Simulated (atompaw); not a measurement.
**Pseudopotential generation for Se: PAW (atompaw), PBEsol**

Do these settings give a usable potential? It is generated, then checked for scattering, ghosts and hardness.

Program: atompaw 4.2.0.5. Reference atom: PBEsol, scalar-relativistic, spherical and spin-unpolarised. All values are calculated.

## Step 1: The atom and the settings

The settings as typed:

- element: selenium (Se, Z = 34)
- type: PAW
- frozen core: [Ar] 3d10
- valence charge: 6
- reference configuration: 4s1 4p5
- partial waves: 4s (bound): rc 2.05 bohr; 4s channel at 2.25 Ry: rc 1.55 bohr; 4p (bound): rc 2.05 bohr; 4p channel at 0.75 Ry: rc 2.05 bohr; 4d channel at 0.45 Ry: rc 2.05 bohr
- local potential: troulliermartins scheme with l = 3 at 1 Ry, radius 1.35 bohr
- core correction: smooth core density matched at 1.30 bohr
- augmentation charge: besselshape compensation charge, radius 2.00 bohr; PAW radius 2.05 bohr; waves and projectors: custom rrkj gramschmidtortho

The outer shells as boxes (Hund's rule for the drawing; the calculation is spin-unpolarised):

```
[Ar] core
3d [↑↓][↑↓][↑↓][↑↓][↑↓]
4s [↑ ]
4p [↑↓][↑↓][↑ ]
```

## Step 2: Generation

Input file Se.input:

```
Se 34
GGA-PBESOL scalarrelativistic loggrid 1500 logderivrange -3 5 201
4 4 3 0 0 0
4 0 1
4 1 5
0 0 0
c
c
c
v
c
c
v
c
2
2.05 2.00 1.35 1.30
y
2.25
n
y
0.75
n
y
0.45
n
custom rrkj gramschmidtortho besselshape
3 1 troulliermartins
2.05
1.55
2.05
2.05
2.05
PWSCFOUT
UPFDX 0.0125d0 UPFXMIN -7.d0 UPFZMESH 34.d0
END
```

The run is started by

```console
atompaw < Se.input > Se.log
```

Q: Predict the outcome of this session. Wanted: cutoffs for 10 and 1 mRy, occupied levels; bound ghosts; largest phase difference near zero energy, channels read; lowest eigenvalue of the overlap; share of valence orbitals outside the PAW sphere; UPF file.

The runs gave:

| quantity | value |
| --- | --- |
| cutoffs for 10 and 1 mRy, occupied levels | 15 Ry and 18 Ry |
| bound ghosts | s at -58.75 eV |
| largest phase difference near zero energy, channels read | 0.005 rad |
| lowest eigenvalue of the overlap (Bessel basis) | 0.246 (s) |
| share of valence orbitals outside the PAW sphere | 4s 29 %, 4p 52 % |
| UPF file | written |

What this shows: It has a bound ghost (s), a state that the atom doesn't have, and that rules the file out. By its cutoff, 15 Ry for the looser tolerance, it is soft on the atom. The slowest occupied level is 4p: taken alone it needs 15 Ry to come within 1 mRy, against 10 Ry for 4s. Near zero energy the phases of the channels with partial waves agree within 0.005 rad. All of this concerns the isolated atom, not yet a solid.
